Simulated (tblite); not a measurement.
# C2H6HfO3: the cost of one run

Programs: tblite 0.8.0 and PySCF 2.14.0. All values are calculated, for the isolated system unless a continuum is named. Atoms count from 0, parts from 1.

## (1) Starting point

12 atoms, charge 0, multiplicity 1; geometry: distance geometry start.

## (2) Geometry optimisation with GFN2-xTB

The job: settings as JSON, then the geometry in Å.

```
{"job": {"kind": "relax", "xc": "GFN2-xTB", "basis": "xTB"}, "charge": 0, "multiplicity": 1}
O      2.960180    -1.129202    -2.548898
Hf     1.636503     0.128218    -1.528056
O      2.574904     1.863504    -1.047455
O     -0.009046     0.524994    -2.705950
C      1.008403    -0.863340     0.274530
C     -0.117121    -1.794424     0.149844
H      3.571232    -1.752445    -2.121961
H      2.670451     2.267134    -0.176280
H     -0.907565     0.658548    -2.380905
H      0.993573    -0.263735     1.140749
H      0.115917    -2.779415     0.206571
H     -1.006438    -1.477148     0.607209
```

With the program's defaults for keys left out, this is: GFN2-xTB geometry optimisation, gas phase.

Run with:

```bash
$ OMP_NUM_THREADS=1 python cluster_run.py task.json out
```

This one command runs all jobs of the session in turn.

Q: Estimate the wall time of this first job on 1 thread of Intel Xeon Platinum 8375C at 2.90GHz, shared host.

About 1.6 s.
